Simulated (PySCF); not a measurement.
# The bond of SiPb+, level by level

One table from this session's results is given with a row withheld; the runs are named, their logs left out.

Method: Si def2-SVP, Pb def2-SVP with ECP60, scalar-relativistic core potentials; program: PySCF 2.14.0.

Set-up of the first run:

Settings of the job:

```json
{
  "atoms": "Si, Pb",
  "charge": "1",
  "basis": "Si def2-SVP, Pb def2-SVP with ECP60",
  "Hamiltonian": "scalar-relativistic core potentials",
  "basis functions": "44",
  "electrons treated": "35",
  "masses in u": "27.9769, 207.9766",
  "levels": "PBE0, PBE, r²SCAN, B3LYP, PBEsol, M06-L, LC-ωPBE, HF, MP2, SCS-MP2, CCSD, CCSD(T)",
  "grid": "80 radial by 434 angular points",
  "occupations": "held fixed by the projection of orbital angular momentum",
  "dissociation limit": "Si + Pb+, each in its ground configuration",
  "starting distance in angstrom": "2.610",
  "values of 2S to try": "1, 3"
}
```

Launch:

```
$ OMP_NUM_THREADS=1 python dia.py task.json out
```

Steps of the session up to this table: The job; First curve: PBE0; Other states along the same grid; PBE (GGA); r²SCAN (meta-GGA); B3LYP (global hybrid GGA); PBEsol; M06-L (meta-GGA); LC-ωPBE; UHF; Adding correlation.

One of the session's tables, all rows but one given; the rest of the session is left out.

It belongs to the step «The curves together». Energy (eV) from each level's lowest point:

```
R (Å)    UHF  UHF-MP2  UHF-SCS-MP2  UHF-CCSD  UHF-CCSD(T)
2.264  0.797    0.765        0.729       n/a          n/a
2.370  0.341    0.325        0.297     0.367        0.386
2.475  0.097    0.091        0.073     0.117        0.130
2.554      ?        ?            ?         ?            ?
2.633  0.000    0.000        0.000     0.000        0.000
2.712  0.034    0.035        0.045     0.020        0.012
2.817  0.135    0.139        0.163     0.098        0.078
2.949  0.318    0.341        0.375     0.251        0.212
3.107  0.565    0.712        0.706     0.481        0.407
3.318  0.830    1.268        1.140       n/a          n/a
```

Q: Estimate the row for R (Å) = 2.554 from the others.

Worked estimate for «UHF». A straight line through the neighbours (2.475, 0.097) and (2.633, 0.000) gives 0.097 + (0.000 − 0.097) × (2.554 − 2.475) / (2.633 − 2.475) = 0.049; a parabola fitted to 4 rows on both sides gives 0.012.

**Answer.** UHF: 0.016; UHF-MP2: 0.014; UHF-SCS-MP2: 0.004; UHF-CCSD: 0.027; UHF-CCSD(T): 0.034. In «UHF» the line misses by +0.033 and the parabola by -0.004.
